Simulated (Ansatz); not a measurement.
# AlGeF (singlet): the correlation ladder at a displaced geometry (v2), cc-pVDZ

An exercise on one series of results from a longer session: the logs are not shown, and one member is left open.

Program: Ansatz 0.2.0, Gaussian basis. Level of theory: cc-pVDZ, core rule «outside noble gas», up to 20 orbitals frozen. These are calculated values, not measurements.

To be run: UHF; CCSD(T) on RHF; CCSD(T) on UHF; BCCD(T) on RHF; CISD; CCSDT(Q) on RHF; CCSDT(Q) on UHF.

24 further runs of the same task are left out: 6 for a known fault of the program, 7 that didn't finish, 11 set aside as unsound or not needed.

## The system

The geometry is a PBE0/def2-TZVP stationary point (not a proven minimum) with its atoms shifted at random (size 0.100 Å). No spin-orbit coupling is included. The filled d shell of Ge may be among the frozen orbitals whatever the setting's name suggests; the logs give the count.

3 atoms, charge 0, spin multiplicity 1.

Atoms are counted from 1 here; the program's logs count them from 0.

Bond lengths: Al1–Ge2 2.416 Å, Al1–F3 1.655 Å. Angles: Ge2–Al1–F3 173.0°.

Set-up of the first run:

Input file in.yaml:

```yaml
crystal:
  periodic: [false, false, false]
  atoms:
    - {symbol: Al, position_ang: [0.084376, 0.005225, 0.252798]}
    - {symbol: Ge, position_ang: [-0.080498, 0.013599, -2.157909]}
    - {symbol: F, position_ang: [-0.003878, -0.018825, 1.905111]}
basis:
  gaussian: {orbitals: cc-pVDZ}
magnetization: {spin_polarized: true, initial_magnetization: 0}
hamiltonian: {xc: hf}
output: {orbitals: {seedname: orbitals}}
```

Run with:

```console
$ ansatz run in.yaml --threads 1 --pin off --events-out ev --progress --plain --max-ram 2393MiB
```

Among the steps run: UHF; CCSD(T) on RHF; CCSD(T) on UHF; BCCD(T) on RHF; CISD; CCSDT(Q) on RHF; CCSDT(Q) on UHF.

One table of the session follows, with a row left open; its other results are not shown here.

```
   method  from RCCSDT(Q) (meV)
      RHF               +9464.5
      UHF               +8502.8
     RMP2               +1173.7
     UMP2                +554.9
     CISD               +1449.0
    RCCSD                +467.4
    UCCSD                 -95.5
 RCCSD(T)                +204.2
 UCCSD(T)                -367.5
  BCCD(T)                +200.2
   RCCSDT                     ?
   UCCSDT                -572.0
RCCSDT(Q)                     0
UCCSDT(Q)                -660.9
```

Q: Estimate the row for RCCSDT from the others.

The run gave: from RCCSDT(Q) (meV): +85.3. In the column «from RCCSDT(Q) (meV)» it lies between RCCSDT(Q) (0) and BCCD(T) (+200.2).

The program flags UCCSD(T), RCCSDT(Q), UCCSDT(Q) as in doubt (see the logs), so the zero of the table is itself unsure.

Caveats from the session: The determinant is far from a pure spin state, so its energy mixes those of several spin states (harmless only where they are near-degenerate, as at dissociation). The report flags that the cluster equations may have other roots. The program flags UCCSD(T), RCCSDT(Q), UCCSDT(Q) as in doubt, so the zero of the table is itself unsure. Warnings: restricted reference is unstable; spin contamination. Restricted and unrestricted rows rest on different reference determinants; where their highest levels disagree by more than a few hundredths of an eV, they describe different states and don't form one ladder.
